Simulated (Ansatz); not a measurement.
# SrP6: the cost of one run

Program: Ansatz 0.2.0. Level of theory: DFT PBE, scalar-relativistic, plane waves, PAW. These are calculated values, not measurements.

### Step 1. The system as given

It takes space group Fm-3m (No. 225, cubic). Conventional cell: a = 8.576 Å, b = 8.576 Å, c = 8.576 Å, α = 90.00°, β = 90.00°, γ = 90.00°. Sr (site symmetry m-3m) has 12 P at 3.03 Å as nearest neighbours. P (site symmetry mmm) is surrounded by 2 Sr at 3.03 Å and 8 P at 3.03 Å.

Structure file:

```cif
data_structure
_symmetry_space_group_name_H-M 'Fm-3m'
_symmetry_Int_Tables_number 225
_cell_length_a 8.5756
_cell_length_b 8.5756
_cell_length_c 8.5756
_cell_angle_alpha 90.000
_cell_angle_beta 90.000
_cell_angle_gamma 90.000
_cell_volume 630.66
loop_
_atom_site_label
_atom_site_type_symbol
_atom_site_symmetry_multiplicity
_atom_site_Wyckoff_symbol
_atom_site_fract_x
_atom_site_fract_y
_atom_site_fract_z
_atom_site_occupancy
Sr1 Sr 4 a 0.00000 0.00000 0.00000 1
P1 P 24 d 0.25000 0.75000 0.00000 1
```

Recipe of the guess: species swapped into a database cell of Zn6Mo (Fm-3m, No. 225), with P on the Zn sites and Sr on the Mo sites. Lengths come from tabulated atomic sizes and are only a guess.

### Step 2. Probe: one point on a coarse mesh

input.yaml

```yaml
crystal:
  lattice:
    - [0.0, 4.2878163, 4.2878163]
    - [4.2878163, 0.0, 4.2878163]
    - [4.2878163, 4.2878163, 0.0]
  atoms:
    - { symbol: Sr, position: [0.0, 0.0, 0.0] }
    - { symbol: P, position: [0.5, 0.5, 0.0] }
    - { symbol: P, position: [0.5, 0.0, 0.5] }
    - { symbol: P, position: [0.0, 0.0, 0.5] }
    - { symbol: P, position: [0.0, 0.5, 0.0] }
    - { symbol: P, position: [0.0, 0.5, 0.5] }
    - { symbol: P, position: [0.5, 0.0, 0.0] }
basis:
  ecutwfc: 420
kpoints:
  mp_grid: { grid: [4, 4, 4] }
hamiltonian:
  xc: pbe
scf:
  occupations: { method: gaussian, width: 0.1 }
  lower_state_search: "off"
output:
  forces: true
  stress: true
  eigenvalues: true
```

Launch:

```sh
$ ansatz run input.yaml --threads 1 --pin off --max-ram 2048MiB --backend cpu --events-out ev --progress --plain --runs-dir out
```

Q: Estimate wall time and peak memory on 1 thread of Arm Neoverse V2, shared host.

About 2.2 s, with a peak of 0.38 GiB.
